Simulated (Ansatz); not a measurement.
# Sb: the cost of one run

Method: DFT PBEsol, scalar-relativistic, in Ansatz 0.2.0.

## (1) The structure to begin with

It takes space group Fm-3m (No. 225, cubic). Conventional cell: a = 4.610 Å, b = 4.610 Å, c = 4.610 Å, α = 90.00°, β = 90.00°, γ = 90.00°. Sb (site symmetry m-3m) is surrounded by 12 Sb at 3.26 Å.

Structure file:

```
CELL_PARAMETERS angstrom
0.00000 2.30500 2.30500
2.30500 0.00000 2.30500
2.30500 2.30500 0.00000
ATOMIC_POSITIONS crystal
Sb 0.00000 0.00000 0.00000
```

## (2) After the deformation

Space group Fm-3m before, I4/mmm after.

## (3) Full-potential LAPW

Contents of input.yaml:

```yaml
crystal:
  lattice:
    - [0.0, 2.28195, 2.305]
    - [2.28195, 0.0, 2.305]
    - [2.28195, 2.28195, 0.0]
  atoms:
    - { symbol: Sb, position: [0.0, 0.0, 0.0] }
kpoints:
  mp_grid: { grid: [12, 12, 12] }
  band_path:
    path:
      - [0.0, 0.0, 0.0]
      - [0.0, 0.5, 0.5]
      - [0.25, 0.75, 0.5]
      - [0.0, 0.5, 0.0]
      - [0.0, 0.0, 0.0]
      - [0.5, 0.5, 0.0]
      - [0.3725125, 0.6274875, 0.0]
      - [-0.3725125, 0.3725125, 0.0]
      - [0.0, 0.0, 0.0]
    npoints: 5
scf:
  occupations: { method: fermi_dirac, width: 0.05 }
hamiltonian:
  xc: pbesol
  pseudopotentials: { kind: all_electron, lapw: { basis_error: 0.001 } }
output:
  forces: true
  stress: true
  eigenvalues: true
```

Started as:

```bash
$ ansatz run input.yaml --threads 1 --pin off --max-ram 3072MiB --backend cpu --events-out ev --progress --plain --runs-dir out
```

What time and memory should one allow on 1 thread of Arm Neoverse V2, shared host?

About 7.9 s, with a peak of 0.31 GiB.
